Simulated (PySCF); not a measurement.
# Bi2O2(OH)2: other functionals and bases at one geometry

The task here is to estimate one member of a computed series from the others.

Method: several levels, as the steps say, no spin–orbit coupling; program: PySCF 2.14.0.

3 further runs of the same task are left out: 2 for a known fault of the program, 1 that didn't finish.

## Starting geometry

8 atoms, charge 0, spin multiplicity 1.

Bond lengths: Bi1–Bi2 3.251 Å, Bi1–O3 2.121 Å, Bi1–O4 2.122 Å, Bi1–O5 2.097 Å, Bi2–O3 2.121 Å, Bi2–O4 2.122 Å, Bi2–O7 2.097 Å, O5–H6 0.969 Å, O7–H8 0.969 Å. Angles: Bi2–Bi1–O3 40.0°, Bi2–Bi1–O4 40.0°, Bi2–Bi1–O5 105.6°, O3–Bi1–O4 79.9°, O3–Bi1–O5 100.3°, O4–Bi1–O5 100.3°, Bi1–Bi2–O3 40.0°, Bi1–Bi2–O4 40.0°, Bi1–Bi2–O7 105.6°, O3–Bi2–O4 79.9°, O3–Bi2–O7 100.3°, O4–Bi2–O7 100.3°, Bi1–O3–Bi2 100.0°, Bi1–O4–Bi2 100.0°, Bi1–O5–H6 112.6°, Bi2–O7–H8 112.6°.

Coordinates:

```mol
Bi2H2O4
  3D, bonds by distance, orders not assigned

  8  9  0  0  0  0  0  0  0  0999 V2000
   -0.0712    0.4177    1.6253 Bi  0  0
   -0.0712    0.4177   -1.6253 Bi  0  0
    0.5634    1.6242   -0.0000 O   0  0
   -0.5987   -0.8397    0.0000 O   0  0
    1.7555   -0.4451    2.1884 O   0  0
    2.2906   -0.7138    1.4259 H   0  0
    1.7555   -0.4451   -2.1884 O   0  0
    2.2906   -0.7138   -1.4259 H   0  0
  1  2  8  0
  1  3  8  0
  1  4  8  0
  1  5  8  0
  2  3  8  0
  2  4  8  0
  2  7  8  0
  5  6  8  0
  7  8  8  0
M  END
```

Formal oxidation states: Bi +3. An earlier session relaxed this geometry at B3LYP, Bi def2-SVP with ECP60, O def2-SVP, H def2-SVP (singlet, point group C2v).

At B3LYP on the finer grid: E = -731.300734 Eh, HOMO -7.20 eV, LUMO -2.18 eV, Mulliken charge on Bi1 +1.07 e, largest force component 0.015 eV/Å. 

Levels to run: PBE; TPSSh; wB97X; revPBE; B3LYP, TZVP; B3LYP, x2c-SVP. Hardware: 2 threads of Arm Neoverse V1, shared host.

Set-up of the first run:

run.py (the lines that set the calculation)

```python
mol = gto.M(atom='''
Bi    -0.07125     0.41773     1.62532
Bi    -0.07125     0.41773    -1.62532
O      0.56343     1.62424     0.00000
O     -0.59874    -0.83974     0.00000
O      1.75554    -0.44511     2.18840
H      2.29060    -0.71383     1.42594
O      1.75554    -0.44511    -2.18840
H      2.29060    -0.71383    -1.42594''',
    basis={'Bi': 'def2-SVP', 'O': 'def2-SVP', 'H': 'def2-SVP'},
    ecp={'Bi': 'def2-SVP'},
    charge=0, spin=0)
mf = dft.RKS(mol, xc='PBE')
mf.grids.atom_grid = (75, 302)
mf = mf.density_fit()  # fitting sets: Bi def2-universal-JKFIT, O def2-universal-JKFIT, H def2-universal-JKFIT
mf.conv_tol = 1e-08; mf.max_cycle = 55
mf.kernel(dm0)  # dm0: the density of the relaxed state
```

The run is started by

```
OMP_NUM_THREADS=2 python run.py
```

Among the steps run: PBE; TPSSh; wB97X; revPBE; B3LYP, TZVP; B3LYP, x2c-SVP.

One table of the session follows, with a row left open; its other results are not shown here.

```
               level  HOMO (eV)  gap (eV)  charge on Bi1 (e)  dipole (D)  largest force component (eV/Å)
B3LYP (relaxed here)      -7.20      5.03               1.07        3.14                            0.02
                 PBE      -5.93      3.32               0.95        2.67                            0.50
               TPSSh      -6.66      4.36               1.05        3.00                            0.20
               wB97X          ?         ?                  ?           ?                               ?
              revPBE      -5.86      3.35               0.98        2.74                            0.64
         B3LYP, TZVP      -7.59      5.14               1.18        3.56                            0.69
      B3LYP, x2c-SVP      -7.20      5.04               1.12        3.20                            0.63
```

Q: Estimate the row for wB97X from the others.

As computed: HOMO (eV): -9.82; gap (eV): 9.77; charge on Bi1 (e): 1.13; dipole (D): 3.50; largest force component (eV/Å): 0.58. In the column «HOMO (eV)» it is the lowest.

In one basis the HOMO–LUMO gap runs from 3.32 eV (PBE) to 9.77 eV (wB97X). The largest leftover force, 0.69 eV/Å with B3LYP, TZVP, stands at a geometry relaxed at another level. Total energies of different levels can't be compared.
